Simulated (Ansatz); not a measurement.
# Cl2H2MoN2: up Jacob's ladder to CCSD(T)

An exercise on one series of results from a longer session: the logs are not shown, and one member is left open.

Computed with Ansatz 0.2.0, Gaussian basis. Level: functionals in def2-TZVPP, the program's frozen cores in correlated methods.

Levels to be run: LDA (SPW92), PBE-D4, revPBE-D4, BLYP-D4, r2SCAN-D4, B97M-V, PBE0-D4, B3LYP-D4, r2SCANh-D4, r2SCAN0-D4, HSE06-D4, BHLYP-D4, CAM-B3LYP-D4, LC-ωPBE, ωB97X-V, ωB97M-V, B2PLYP, PBE-QIDH; CCSD(T)/def2-SVP; CCSD(T)/def2-TZVPP; MP2/def2-QZVPP; extrapolation to the limit; RPA on PBE.

2 further runs of the same task are left out: 2 for a known fault of the program.

## The relaxed structure

An earlier PBE0-D4 in a triple-zeta def2 set relaxation fixed the geometry. Mo takes the def2 core potential; no spin-orbit term is included.

SMILES `[NH]=[Mo](=[NH])([Cl])[Cl]`, 7 atoms, charge 0, spin multiplicity 1.

Atoms are counted from 1 here; the program's logs count them from 0.

Bond lengths: N1–Mo2 1.712 Å, N1–H6 1.012 Å, Mo2–N3 1.712 Å, Mo2–Cl4 2.268 Å, Mo2–Cl5 2.268 Å, N3–H7 1.012 Å. Angles: Mo2–N1–H6 152.7°, N1–Mo2–N3 108.8°, N1–Mo2–Cl4 107.9°, N1–Mo2–Cl5 107.9°, N3–Mo2–Cl4 107.9°, N3–Mo2–Cl5 107.9°, Cl4–Mo2–Cl5 116.2°, Mo2–N3–H7 152.8°.

Set-up of the first run:

in.yaml reads:

```yaml
crystal:
  periodic: [false, false, false]
  atoms:
    - {symbol: N, position_ang: [-1.057090, 0.583255, 0.837692]}
    - {symbol: Mo, position_ang: [-0.089688, 0.062702, -0.475133]}
    - {symbol: N, position_ang: [1.281992, -0.755434, 0.140666]}
    - {symbol: Cl, position_ang: [-1.300758, -1.421275, -1.689147]}
    - {symbol: Cl, position_ang: [0.634890, 1.904750, -1.581718]}
    - {symbol: H, position_ang: [-1.261280, 0.670113, 1.825409]}
    - {symbol: H, position_ang: [1.853035, -1.112110, 0.896633]}
basis:
  gaussian: {orbitals: def2-TZVPP}
hamiltonian: {xc: lda}
output: {orbitals: {seedname: orbitals}}
```

Started as:

```bash
ansatz run in.yaml --threads 4 --pin off --events-out ev --progress --plain --max-ram 10444MiB
```

Among the steps run: LDA; PBE-D4 (GGA); revPBE-D4 (GGA); BLYP-D4 (GGA); r2SCAN-D4 (meta-GGA); B97M-V (meta-GGA); B3LYP-D4 (hybrid); r2SCANh-D4 (hybrid); r2SCAN0-D4 (hybrid); HSE06-D4 (hybrid); BHLYP-D4 (hybrid); CAM-B3LYP-D4 (range-separated); LC-ωPBE (range-separated); ωB97X-V (range-separated); ωB97M-V (range-separated); B2PLYP (double hybrid); PBE-QIDH (double hybrid).

One of the session's tables, all rows but one given; the rest of the session is left out.

It belongs to the step «Orbital energies across the functionals». 

```
  functional  HOMO (eV)  LUMO (eV)  gap (eV)
 LDA (SPW92)      -7.23      -3.66      3.58
      PBE-D4      -7.07      -3.43      3.64
   revPBE-D4      -7.01      -3.34      3.67
     BLYP-D4      -6.92      -3.32      3.60
   r2SCAN-D4      -7.39      -3.41      3.98
      B97M-V      -7.46      -3.38      4.08
     PBE0-D4      -8.42      -2.73      5.69
    B3LYP-D4      -8.16      -2.93      5.23
  r2SCANh-D4      -7.89      -3.14      4.75
  r2SCAN0-D4      -8.64      -2.71      5.93
    HSE06-D4      -8.02      -3.10      4.92
    BHLYP-D4          ?          ?         ?
CAM-B3LYP-D4      -9.75      -1.71      8.04
     LC-ωPBE     -11.11      -0.64     10.47
     ωB97X-V     -10.75      -0.69     10.06
     ωB97M-V     -10.63      -0.70      9.92
```

Estimate the missing values for BHLYP-D4.

Worked estimate for «HOMO (eV)». Against the share of exact exchange, BLYP-D4 (0, -6.92), B3LYP-D4 (0.2, -8.16) give a slope of -6.20 per unit share; at 0.5 the line stands at -10.02.

The run gave: HOMO (eV): -9.65; LUMO (eV): -1.87; gap (eV): 7.78. In «HOMO (eV)» the line misses by -0.37.
